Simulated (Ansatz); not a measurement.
# Y2Te: the cost of one run

Computed with Ansatz 0.2.0 (DFT PBE, scalar-relativistic, plane waves, PAW, unless a step's input says otherwise).

## (1) The system as given

The structure is cubic, space group Fm-3m (No. 225). The conventional cell has a = 6.966 Å, b = 6.966 Å, c = 6.966 Å, α = 90.00°, β = 90.00°, γ = 90.00°. Y (site symmetry -43m) has 4 Te at 3.02 Å as nearest neighbours. Te (site symmetry m-3m) has 8 Y at 3.02 Å as nearest neighbours.

Structure file:

```xyz
3
Lattice="0.0000 3.4830 3.4830 3.4830 0.0000 3.4830 3.4830 3.4830 0.0000" Properties=species:S:1:pos:R:3 pbc="T T T"
Y     1.7415    1.7415    1.7415
Y     5.2245    5.2245    5.2245
Te    0.0000    0.0000    0.0000
```

This is candidate A: fluorite type (Fm-3m, No. 225).

(A quick probe on a coarse mesh, which set the mesh and smearing, is not shown.)

## (3) Coarse relaxation (candidate A)

The input, input.yaml:

```yaml
crystal:
  lattice:
    - [0.0, 3.4829693933, 3.4829693933]
    - [3.4829693933, 0.0, 3.4829693933]
    - [3.4829693933, 3.4829693933, 0.0]
  atoms:
    - { symbol: "Y", position: [0.25, 0.25, 0.25] }
    - { symbol: "Y", position: [0.75, 0.75, 0.75] }
    - { symbol: Te, position: [0.0, 0.0, 0.0] }
basis:
  ecutwfc: 420
kpoints:
  mp_grid: { grid: [4, 4, 4] }
hamiltonian:
  xc: pbe
scf:
  occupations: { method: gaussian, width: 0.1 }
  lower_state_search: "off"
output:
  forces: true
  stress: true
  eigenvalues: true
relax:
  adjacent_minimum: "off"
  f_tol: 0.04
  max_steps: 70
  cell: { stress_tol: 0.4 }
```

Run with:

```bash
$ ansatz run input.yaml --threads 1 --pin off --max-ram 2560MiB --backend cpu --events-out ev --progress --plain --runs-dir out
```

What time and memory should one allow on 1 thread of Intel Xeon 6975P-C (Granite Rapids), shared host?

About 3.7 s, with a peak of 0.4 GiB.
